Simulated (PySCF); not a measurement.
# The bond of LiBe+, level by level

The task here is to estimate one member of a computed series from the others.

Program: PySCF 2.14.0. Level of theory: Li def2-SVPD, Be def2-SVPD, no relativity. These are calculated values, not measurements.

Set-up of the first run:

Settings of the job:

```
atoms                         : Li, Be
charge                        : 1
basis                         : Li def2-SVPD, Be def2-SVPD
Hamiltonian                   : no relativity
basis functions               : 24
electrons treated             : 6
masses in u                   : 7.0160, 9.0122
levels                        : PBE0, PBE, r²SCAN, revPBE, LDA, M06-2X, HF, MP2, SCS-MP2, CCSD, CCSD(T)
grid                          : 80 radial by 434 angular points
occupations                   : held fixed by the projection of orbital angular momentum
dissociation limit            : Li+ + Be, each in its ground configuration
starting distance in angstrom : 2.345
values of 2S to try           : 0, 2
```

Steps of the session up to this table: The job; PBE0 along the bond; Higher solutions at PBE0; PBE; r²SCAN; revPBE; LDA (local density); M06-2X; RHF; MP2 and coupled cluster.

One of the session's tables, all rows but one given; the rest of the session is left out.

It belongs to the step «The curves together». Energy (eV) from each level's lowest point:

```
R (Å)    RHF  RHF-MP2  RHF-SCS-MP2  RHF-CCSD  RHF-CCSD(T)
2.259  0.204    0.206        0.208       n/a          n/a
2.364  0.103    0.107        0.108     0.110        0.109
2.469  0.042    0.045        0.047     0.049        0.049
2.548  0.016    0.019        0.019     0.022        0.022
2.627      ?        ?            ?         ?            ?
2.706  0.000    0.000        0.000     0.000        0.000
2.811  0.009    0.006        0.005     0.003        0.003
2.942  0.033    0.027        0.026     0.019        0.020
3.100  0.075    0.065        0.063     0.051        0.051
3.310  0.140    0.126        0.122       n/a          n/a
```

Estimate the missing values for R (Å) = 2.627.

Worked estimate for «RHF». A straight line through the neighbours (2.548, 0.016) and (2.706, 0.000) gives 0.016 + (0.000 − 0.016) × (2.627 − 2.548) / (2.706 − 2.548) = 0.008; a parabola fitted to 4 rows on both sides gives 0.003.

**Answer.** RHF: 0.003; RHF-MP2: 0.004; RHF-SCS-MP2: 0.005; RHF-CCSD: 0.006; RHF-CCSD(T): 0.006. In «RHF» the line misses by +0.005 and the parabola by 0.000.

State 2 has its PBE0 minimum 2.02 eV higher. The other levels ran on the lowest alone.
